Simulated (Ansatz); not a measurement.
## TiGa3, space group I4/mmm: a charge-density difference against the sublattices, step by step

With the Ansatz DFT code, driven from Python.

Notebook, run cell by cell (the value of a cell's last expression is shown):

**Cell 1**
```python
import ansatz as az
import numpy as np
```

**Cell 2**
```python
vectors0 = np.array([
    [-1.8975, 1.8975, 4.374],
    [1.8975, -1.8975, 4.374],
    [1.8975, 1.8975, -4.374],
])
sites = [
    ('Ti', (0.0, 0.0, 0.0)),
    ('Ga', (0.5, 0.5, 0.0)),
    ('Ga', (0.75, 0.25, 0.5)),
    ('Ga', (0.25, 0.75, 0.5)),
]
```

**Cell 3**
```python
def on_lattice(cell):
    crystal = az.Crystal(lattice=az.Lattice.of(cell))
    for symbol, position in sites:
        crystal = crystal.atom(symbol, position)
    return crystal

def solve(crystal):
    return (
        crystal.calculation()
        .functional('pbesol')
        .occupations('fermi_dirac', width=0.1)
        .basis(460, grid_basis='typed')
        .kpoints(9, 9, 9)
        .density()
        .run(threads=1)
    )


whole = solve(on_lattice(vectors0))
difference = whole.density().channels[0].density_e_per_ang3.copy()
binding = whole.report['free_energy_ev']
for element in ['Ti', 'Ga']:
    part = az.Crystal(lattice=az.Lattice.of(vectors0))
    for symbol, position in sites:
        if symbol == element:
            part = part.atom(symbol, position)
    alone = solve(part)
    difference -= alone.density().channels[0].density_e_per_ang3
    binding -= alone.report['free_energy_ev']
    print(f'{element} sublattice: {alone.report["n_electrons"]:g} electrons, {alone.report["n_iterations"]} iterations')
```
Output:
```text
Ti sublattice: 12 electrons, 7 iterations
Ga sublattice: 39 electrons, 6 iterations
```

**Cell 4**
```python
voxel = abs(np.linalg.det(vectors0)) / difference.size
print(f'energy of the crystal less its unpolarised sublattices: {binding / len(sites):.4f} eV/atom')
print(f'net charge of the difference {difference.sum() * voxel:.5f} e, charge rearranged {0.5 * np.abs(difference).sum() * voxel:.3f} e')
print(f'extremes {difference.min():.4f} and {difference.max():.4f} e/A^3')
for (symbol, position) in sites:
    index = tuple(int(round(p * n)) % n for p, n in zip(position, difference.shape))
    print(f'  change of the pseudo-density at the grid point nearest {symbol}: {difference[index]:+.4f} e/A^3')
profile = difference.mean(axis=(0, 1))
print('planar mean along the third vector:', np.round(profile[:: max(len(profile) // 12, 1)], 4))
```
Output:
```text
energy of the crystal less its unpolarised sublattices: -1.6352 eV/atom
net charge of the difference -0.00000 e, charge rearranged 0.703 e
extremes -0.2457 and 0.1296 e/A^3
  change of the pseudo-density at the grid point nearest Ti: -0.1048 e/A^3
  change of the pseudo-density at the grid point nearest Ga: -0.0012 e/A^3
  change of the pseudo-density at the grid point nearest Ga: +0.1296 e/A^3
  change of the pseudo-density at the grid point nearest Ga: +0.1296 e/A^3
planar mean along the third vector: [ 0.0057 -0.0005 -0.0053 -0.0021  0.0003  0.0026  0.0043  0.0026  0.0003
 -0.0021 -0.0053 -0.0005]
```

Caveats:
- The mesh is modest for a metal, so energies can be off by several to tens of meV an atom and pressures by half a GPa or more; differences at equal mesh fare better.
- The fields are valence quantities on the plane-wave grid; their values near the nuclei depend on the potentials.
- The starting cell is as deposited in a crystallographic database; the results hold for this polymorph, which needn't be the stable one.
- Charge moved counts every rearrangement, bonding and polarisation too, and is no transfer between atoms; the bare sublattices are artificial references. Values near the nuclei depend on the potentials.
- Wall time of the script: 30 s on 1 thread of Arm Neoverse N1, on a shared host, peak memory 0.48 GiB.
